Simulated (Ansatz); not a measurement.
MoS2, space group P-3m1, a relaxation of cell and ions

Program: the Python package of Ansatz (0.2.0).

Interactive session:
```pycon
>>> import itertools
>>> import warnings
>>> import ansatz as az
>>> import numpy as np
>>> from pymatgen.core import Structure
>>> def edges_and_angles(cell):
...     cell = np.asarray(cell)
...     a, b, c = np.linalg.norm(cell, axis=1)
...     cosines = cell[1] @ cell[2] / (b * c), cell[0] @ cell[2] / (a * c), cell[0] @ cell[1] / (a * b)
...     return (a, b, c, *np.degrees(np.arccos(cosines)))
...
>>> warnings.simplefilter("ignore", az.DeckWarning)
>>> mos2 = (
...     az.Lattice.from_parameters(3.22746, 3.22746, 6.31247, alpha=90, beta=90, gamma=120)
...     .space_group(164)
...     .atom("Mo", [0.0, 0.0, 0.5])
...     .atom("S", [1 / 3, 2 / 3, 0.25532])
... )
>>> len(mos2.resolved().sites)
3
>>> setup = (
...     mos2.calculation()
...     .functional("r2scan")
...     .pseudopotentials("paw")
...     .kpoints(8, 8, 4)
...     .occupations("fermi_dirac")
...     .relax(force_tolerance=0.02, fix_cell=["angles"], stress_tolerance=0.1)
...     .density()
... )
>>> steps = []
>>> def collect(event):
...     if event["event"] == "relax_step":
...         steps.append(event["data"])
...
>>> done = setup.session().plan().execute(on_event=collect)
>>> report = done.report
>>> report["n_iterations"], report["closed_by"]
(4, 'deck_thresholds')
>>> for s in steps:
...     flag = "" if s["accepted"] else "  (rejected)"
...     print("step %2d  E = %.5f eV  largest force component = %.4f eV/A%s" % (s["step"], s["lagrangian_ev"], s["allowed_force_max_ev_ang"], flag))
...
step  1  E = -6781.29024 eV  largest force component = 0.0692 eV/A
step  2  E = -6781.29108 eV  largest force component = 0.0434 eV/A
step  3  E = -6781.29145 eV  largest force component = 0.0140 eV/A
step  4  E = -6781.29162 eV  largest force component = 0.0016 eV/A
step  5  E = -6781.29146 eV  largest force component = 0.0015 eV/A
>>> first, last = steps[0], steps[-1]
>>> symbols = [site.symbol for site in done.lattice.sites]
>>> print(f"energy gained {first['lagrangian_ev'] - last['lagrangian_ev']:.4f} eV in {len(steps) - 1} steps")
energy gained 0.0012 eV in 4 steps
>>> for label, vectors in (("before", first["cell_ang"]), ("after", done.lattice.cell_ang)):
...     print(label, "a b c (A) {:.4f} {:.4f} {:.4f}  angles {:.2f} {:.2f} {:.2f}".format(*edges_and_angles(vectors)), f" V = {abs(np.linalg.det(vectors)):.3f} A^3")
...
before a b c (A) 3.2275 3.2275 6.3125  angles 90.00 90.00 120.00  V = 56.944 A^3
after a b c (A) 3.2275 3.2275 6.2246  angles 90.00 90.00 120.00  V = 56.154 A^3
>>> print("final stress xx yy zz (GPa, compression positive):", np.round(np.diag(report["stress_gpa"]), 3) + 0.0)
final stress xx yy zz (GPa, compression positive): [-0.008 -0.008 -0.027]
>>> change = np.array(last["positions_ang"]) @ np.linalg.inv(last["cell_ang"]) - np.array(first["positions_ang"]) @ np.linalg.inv(first["cell_ang"])
>>> moved = np.linalg.norm(change @ np.array(last["cell_ang"]), axis=1)
>>> print("displacement within the cell, strain taken out (A):", " ".join(f"{s}:{d:.3f}" for s, d in zip(symbols, moved)))
displacement within the cell, strain taken out (A): Mo:0.000 S:0.024 S:0.024
>>> print("atom   start x y z (A)              end x y z (A)")
atom   start x y z (A)              end x y z (A)
>>> for symbol, a, b in zip(symbols, first["positions_ang"], last["positions_ang"]):
...     print(f"{symbol:3s}", " ".join(f"{v:8.4f}" for v in a), "  ", " ".join(f"{v:8.4f}" for v in b))
...
Mo    0.0000   0.0000   3.1562      0.0000   0.0000   3.1123
S     0.0000   1.8634   1.6117      0.0000   1.8634   1.5649
S     1.6137   0.9317   4.7008      1.6138   0.9317   4.6597
>>> print("relaxed fractional positions")
relaxed fractional positions
>>> for site in done.lattice.sites:
...     print(f"  {site.symbol:2s}", " ".join(f"{v % 1:8.5f}" for v in np.round(site.position_frac, 5)))
...
  Mo  0.00000  0.00000  0.50000
  S   0.33333  0.66667  0.25141
  S   0.66667  0.33333  0.74859
>>> print("%-22s %14.5f eV" % ("F = E - TS", report["free_energy_ev"]))
F = E - TS                -6781.29146 eV
>>> print("%-22s %14.5f eV" % ("E", report["internal_energy_ev"]))
E                         -6781.24468 eV
>>> print("%-22s %14.5f eV" % ("Harris-Foulkes", report["harris_foulkes_ev"]))
Harris-Foulkes            -6781.29146 eV
>>> print("%-22s %14.5f eV" % ("Fermi level", report["fermi_energy_ev"]))
Fermi level                  10.26000 eV
>>> rho = done.density()
>>> total = sum(channel.density_e_per_ang3 for channel in rho.channels[:2])
>>> grid_cell = np.asarray(rho.fft_grid_basis) @ done.lattice.cell_ang
>>> mesh = np.stack(np.meshgrid(*[np.arange(n) / n for n in rho.dims], indexing="ij"), axis=-1)
>>> for site in done.lattice.sites:
...     offset = mesh - site.position_ang @ np.linalg.inv(grid_cell)
...     offset -= offset.round()
...     distance = np.min([np.linalg.norm((offset + shift) @ grid_cell, axis=-1) for shift in itertools.product((-1, 0, 1), repeat=3)], axis=0)
...     inside = [total[distance < radius].sum() * rho.cell_volume_ang3 / total.size for radius in (0.8, 1.0, 1.2)]
...     print(site.symbol, "electrons within 0.8, 1.0, 1.2 A:", np.round(inside, 2))
...
Mo electrons within 0.8, 1.0, 1.2 A: [ 7.94 10.07 11.41]
S electrons within 0.8, 1.0, 1.2 A: [2.1  3.55 4.8 ]
S electrons within 0.8, 1.0, 1.2 A: [2.1  3.55 4.8 ]
>>> final = Structure(done.lattice.cell_ang, [s.symbol for s in done.lattice.sites], [s.position_frac for s in done.lattice.sites])
>>> print(final.to(fmt="poscar"))
Mo1 S2
1.0
   3.2275098088681613   -0.0000000000000000   -0.0000000000000000
  -1.6137549044340800    2.7951054854432864   -0.0000000000000000
   0.0000000000000004    0.0000000000000007    6.2246189446762177
Mo S
1 2
direct
   0.0000000000000000    0.0000000000000000    0.5000000000000000 Mo
   0.3333333336686374    0.6666666663313625    0.2514085826475005 S
   0.6666666663313626    0.3333333336686374    0.7485914173524997 S
```

Total energies depend on the potentials; only differences at equal settings carry meaning. A total without «per atom» is that of the cell as typed. No spin polarisation was allowed. For a metal this k-point mesh is coarse: on a finer one energies can move by several to tens of meV an atom and pressures by half a GPa or more, differences at one mesh by less. Only differences from the Fermi energy are physical; the zero of the scale is a convention. Energies along a relaxation are free energies. Rows at an unchanged volume are solved on a plane-wave basis chosen afresh for that cell, so the energy jumps there and such rows are no steps of the walk. The structure is layered, and without a dispersion term the spacing of the layers is poorly determined. Densities and potentials on the grid are those of the valence electrons, and inside the cores they hang on the potentials used. The structure comes from a database of computed cells and needn't be a stable or known phase. The script silences the warnings on its input, which a real study should read. Wall time of the script: 46 s on 1 thread of Arm Neoverse V1, with other jobs on the host, peak memory 0.59 GiB.
